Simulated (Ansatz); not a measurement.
# B2W: the cost of one run

Method: DFT LDA, scalar-relativistic, in Ansatz 0.2.0.

**1. Starting point**

The structure is hexagonal, space group P6/mmm (No. 191). Conventional cell: a = 3.020 Å, b = 3.020 Å, c = 3.050 Å, α = 90.00°, β = 90.00°, γ = 120.00°. B (site symmetry -6m2) has 3 B at 1.74 Å and 6 W at 2.32 Å in its first shell of neighbours. W (site symmetry 6/mmm) has 12 B at 2.32 Å in its first shell of neighbours.

As a file:

```xyz
3
Lattice="3.0200 0.0000 0.0000 -1.5100 2.6154 0.0000 0.0000 0.0000 3.0500" Properties=species:S:1:pos:R:3 pbc="T T T"
B     0.0000    1.7436    1.5250
B     1.5100    0.8718    1.5250
W     0.0000    0.0000    0.0000
```

The cell comes from a crystallographic database entry that wasn't checked; take it as a given geometry, which may be far from equilibrium.

Atoms are numbered in the order of the input: B1, B2, W3.

**2. LAPW, all electrons**

The input, input.yaml:

```yaml
crystal:
  lattice:
    - [3.0200014205, 0.0, 0.0]
    - [-1.5100007103, 2.6153979496, 0.0]
    - [0.0, 0.0, 3.05]
  atoms:
    - { symbol: B, position: [0.3333333333, 0.6666666667, 0.5] }
    - { symbol: B, position: [0.6666666667, 0.3333333333, 0.5] }
    - { symbol: W, position: [0.0, 0.0, 0.0] }
kpoints:
  mp_grid: { grid: [14, 14, 12] }
  band_path:
    path:
      - [0.0, 0.0, 0.0]
      - [0.5, 0.0, 0.0]
      - [0.3333333333, 0.3333333333, 0.0]
      - [0.0, 0.0, 0.0]
      - [0.0, 0.0, 0.5]
      - [0.5, 0.0, 0.5]
      - [0.3333333333, 0.3333333333, 0.5]
      - [0.0, 0.0, 0.5]
      - [0.5, 0.0, 0.5]
    npoints: 14
scf:
  occupations: { method: fermi_dirac, width: 0.05 }
hamiltonian:
  xc: lda
  pseudopotentials: { kind: all_electron, lapw: { basis_error: 0.0005 } }
output:
  forces: true
  stress: true
  eigenvalues: true
  populations: true
  dos: { projected: true, de: 0.2, e_range: [-14, 8] }
```

Command:

```bash
$ ansatz run input.yaml --threads 1 --pin off --max-ram 4096MiB --backend cpu --events-out ev --progress --plain --runs-dir out
```

What time and memory should one allow on 1 thread of Arm Neoverse V1, shared host?

About 76 s, with a peak of 0.66 GiB.
